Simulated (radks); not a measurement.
**Ionising tungsten step by step, W to W¹⁸⁺**

One table from this session's results is given with a row withheld; the runs are named, their logs left out.

The numbers are computed with radks (a radial shooting solver on a logarithmic mesh, Libxc functionals) version 1 (Dirac Kohn-Sham, PBE, spin-unpolarised, spherical densities, finite nucleus; open shells fill j = l - 1/2 first), except any that are marked as measured or tabulated.

## The atom as given

| Property | Result |
| --- | --- |
| element | tungsten (Z = 74) |
| charges | 0 to 18 |
| first configuration | [Xe] 4f14 5d4 6s2 |
| last configuration | [Kr] 4d10 4f10 |

Set-up of the first run:

Settings of this run:

```text
Z 74
configuration [Xe] 4f14 5d4 6s2
relativity Dirac
functional pbe,pbe
spin unpolarised
j_filling energy
nucleus finite rms 5.3658 fm
c 137.035999084
```

Among the steps run: W, [Xe] 4f14 5d4 6s2; W⁺, [Xe] 4f14 5d4 6s1; W²⁺, [Xe] 4f14 5d4; W³⁺, [Xe] 4f14 5d3; W⁴⁺, [Xe] 4f14 5d2; W⁵⁺, [Xe] 4f14 5d1; W⁶⁺, [Xe] 4f14; W⁷⁺, [Xe] 4f13; W⁸⁺, [Kr] 4d10 4f14 5s2 5p4; W⁹⁺, [Kr] 4d10 4f14 5s2 5p3; W¹⁰⁺, [Kr] 4d10 4f14 5s2 5p2; W¹¹⁺, [Kr] 4d10 4f13 5s2 5p2; W¹²⁺, [Kr] 4d10 4f14 5s2; W¹³⁺, [Kr] 4d10 4f13 5s2; W¹⁴⁺, [Kr] 4d10 4f12 5s2; W¹⁵⁺, [Kr] 4d10 4f11 5s2; W¹⁶⁺, [Kr] 4d10 4f11 5s1; W¹⁷⁺, [Kr] 4d10 4f11; W¹⁸⁺, [Kr] 4d10 4f10.

One table of the session follows, with a row left open; its other results are not shown here.

| species | Δ-SCF (eV) | −ε(HOMO) (eV) |
| --- | --- | --- |
| W | 8.763 | 4.648 |
| W⁺ | 15.537 | 11.907 |
| W²⁺ | 25.645 | 20.078 |
| W³⁺ | 37.607 | 31.430 |
| W⁴⁺ | 50.631 | 43.959 |
| W⁵⁺ | 64.539 | 57.450 |
| W⁶⁺ | 121.95 | 108.01 |
| W⁷⁺ | 139.97 | 133.37 |
| W⁸⁺ | 158.73 | 149.30 |
| W⁹⁺ | 177.80 | 168.20 |
| W¹⁰⁺ | 208.93 | 193.15 |
| W¹¹⁺ | 233.39 | 224.20 |
| W¹²⁺ | 257.81 | 241.17 |
| W¹³⁺ | 292.11 | 274.71 |
| W¹⁴⁺ | ? | ? |
| W¹⁵⁺ | 366.89 | 346.25 |
| W¹⁶⁺ | 391.14 | 374.29 |
| W¹⁷⁺ | 422.35 | 402.80 |

Q: Estimate the row for W¹⁴⁺ from the others.

**Answer.** Δ-SCF (eV): 327.88; −ε(HOMO) (eV): 309.75. In the column «Δ-SCF (eV)» it lies between W¹³⁺ (292.11) and W¹⁵⁺ (366.89).

In words: Reference values: NIST Atomic Spectra Database (exp. measured, semi-emp. semi-empirical, theory a theoretical value adopted there). The steepest step, after dividing by the final charge, comes at W⁶⁺ in [Xe] 4f14, where the value goes from 64.539 to 121.95 eV. There the highest level belongs to another shell. Against the measured or semi-empirical entries the Δ-SCF values err by +0.2 % on average (signed), at worst +11.4 % (W). Minus the highest eigenvalue gives 53 to 96 % of the Δ-SCF value along the ladder. Spin polarisation and multiplet splitting are left out, so open shells lie too high by an amount that depends on their filling.

**Measured values.**

From NIST Atomic Spectra Database: ionisation energy of W 7.86403 eV.
